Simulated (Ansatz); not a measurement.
# C: the cost of one run

Method: DFT PBE+D3(BJ), scalar-relativistic, plane waves, PAW, in Ansatz 0.2.0.

### 1 The structure to begin with

The structure is hexagonal, space group P6_3/mmc (No. 194). The conventional cell has a = 2.460 Å, b = 2.460 Å, c = 6.700 Å, α = 90.00°, β = 90.00°, γ = 120.00°. Around C (site symmetry -6m2) lie 3 C at 1.42 Å.

As a file:

```xyz
4
Lattice="2.4600 0.0000 0.0000 -1.2300 2.1304 0.0000 0.0000 0.0000 6.7000" Properties=species:S:1:pos:R:3 pbc="T T T"
C     0.0000    0.0000    1.6750
C     0.0000    1.4203    1.6750
C     0.0000    0.0000    5.0250
C     1.2300    0.7101    5.0250
```

### 2 Relaxing cell and atoms: C, no spin

Input file input.yaml:

```yaml
crystal:
  lattice:
    - [2.46, 0.0, 0.0]
    - [-1.23, 2.1304224933, 0.0]
    - [0.0, 0.0, 6.7]
  atoms:
    - { symbol: C, position: [0.0, 0.0, 0.25] }
    - { symbol: C, position: [0.3333333333, 0.6666666667, 0.25] }
    - { symbol: C, position: [0.0, 0.0, 0.75] }
    - { symbol: C, position: [0.6666666667, 0.3333333333, 0.75] }
scf:
  occupations: { method: gaussian, width: 0.05 }
output:
  forces: true
  stress: true
  eigenvalues: true
  write_density: true
  write_potential: true
  elf: true
  volumetric_format: npy
kpoints:
  mp_grid: { grid: [24, 24, 8] }
hamiltonian:
  xc: pbe
  dispersion: d3bj
relax:
  f_tol: 0.01
  adjacent_minimum: "off"
  cell: { stress_tol: 0.05 }
```

Command:

```bash
> ansatz run input.yaml --threads 2 --pin off --max-ram 6144MiB --backend cpu --events-out ev --progress --plain --runs-dir out
```

Q: Estimate wall time and peak memory on 2 threads of Arm Neoverse V2, shared host.

About 22 s, with a peak of 0.46 GiB.
